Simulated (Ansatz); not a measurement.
# GaH3OSi: one species, many methods

One table from this session's results is given with a row withheld; the runs are named, their logs left out.

Method: functionals in def2-TZVPP, the program's frozen cores in correlated methods; program: Ansatz 0.2.0, Gaussian basis.

Levels to be run: LDA (SPW92), PBE-D4, revPBE-D4, BLYP-D4, r2SCAN-D4, B97M-V, PBE0-D4, B3LYP-D4, r2SCANh-D4, r2SCAN0-D4, HSE06-D4, BHLYP-D4, CAM-B3LYP-D4, LC-ωPBE, ωB97X-V, ωB97M-V, B2PLYP, PBE-QIDH; CCSD(T)/def2-SVP; CCSD(T)/def2-TZVPP; MP2/def2-QZVPP; extrapolation to the limit; RPA on PBE.

## Structure used throughout

The geometry comes from an earlier relaxation with PBE0-D4 in a triple-zeta def2 set; it is a stationary point.

6 atoms, charge 0, spin multiplicity 1.

Atoms are counted from 1 here; the program's logs count them from 0.

Bond lengths: O1–Si2 1.645 Å, O1–Ga3 1.911 Å, Si2–Ga3 2.271 Å, Si2–H4 1.488 Å, Si2–H5 1.488 Å, Ga3–H6 1.554 Å. Angles: Si2–O1–Ga3 79.0°, O1–Si2–Ga3 55.7°, O1–Si2–H4 117.7°, O1–Si2–H5 117.7°, Ga3–Si2–H4 123.6°, Ga3–Si2–H5 123.6°, H4–Si2–H5 108.6°, O1–Ga3–Si2 45.3°, O1–Ga3–H6 118.2°, Si2–Ga3–H6 163.5°.

Set-up of the first run:

in.yaml reads:

```yaml
crystal:
  periodic: [false, false, false]
  atoms:
    - {symbol: O, position_ang: [0.908562, -0.725676, -0.017317]}
    - {symbol: Si, position_ang: [-0.255783, 0.056784, -0.875694]}
    - {symbol: Ga, position_ang: [0.001524, 0.217528, 1.374985]}
    - {symbol: H, position_ang: [-1.307520, -0.769517, -1.527943]}
    - {symbol: H, position_ang: [0.179961, 1.110133, -1.832218]}
    - {symbol: H, position_ang: [0.515357, 0.046748, 2.831986]}
basis:
  gaussian: {orbitals: def2-TZVPP}
hamiltonian: {xc: lda}
output: {orbitals: {seedname: orbitals}}
```

Command:

```bash
> ansatz run in.yaml --threads 2 --pin off --events-out ev --progress --plain --max-ram 4352MiB
```

Steps of the session up to this table: LDA; PBE-D4 (GGA); revPBE-D4 (GGA); BLYP-D4 (GGA); r2SCAN-D4 (meta-GGA); B97M-V (meta-GGA); B3LYP-D4 (hybrid); r2SCANh-D4 (hybrid); r2SCAN0-D4 (hybrid); HSE06-D4 (hybrid); BHLYP-D4 (hybrid); CAM-B3LYP-D4 (range-separated); LC-ωPBE (range-separated); ωB97X-V (range-separated); ωB97M-V (range-separated); B2PLYP (double hybrid); PBE-QIDH (double hybrid).

One of the session's tables, all rows but one given; the rest of the session is left out.

It belongs to the step «Orbital energies across the functionals». 

| functional | HOMO (eV) | LUMO (eV) | gap (eV) |
| --- | --- | --- | --- |
| LDA (SPW92) | ? | ? | ? |
| PBE-D4 | -5.47 | -2.45 | 3.02 |
| revPBE-D4 | -5.41 | -2.35 | 3.07 |
| BLYP-D4 | -5.35 | -2.37 | 2.99 |
| r2SCAN-D4 | -5.69 | -2.25 | 3.44 |
| B97M-V | -5.72 | -2.41 | 3.30 |
| PBE0-D4 | -6.49 | -1.67 | 4.82 |
| B3LYP-D4 | -6.33 | -1.91 | 4.42 |
| r2SCANh-D4 | -6.07 | -1.97 | 4.10 |
| r2SCAN0-D4 | -6.64 | -1.56 | 5.08 |
| HSE06-D4 | -6.10 | -2.04 | 4.06 |
| BHLYP-D4 | -7.41 | -0.91 | 6.51 |
| CAM-B3LYP-D4 | -7.72 | -0.73 | 6.99 |
| LC-ωPBE | -8.93 | 0.40 | 9.33 |
| ωB97X-V | -8.63 | 0.28 | 8.91 |
| ωB97M-V | -8.51 | 0.09 | 8.60 |

**Question.** Estimate the row for LDA (SPW92).

The run gave: HOMO (eV): -5.63; LUMO (eV): -2.69; gap (eV): 2.94. In the column «HOMO (eV)» it lies between r2SCAN-D4 (-5.69) and PBE-D4 (-5.47).
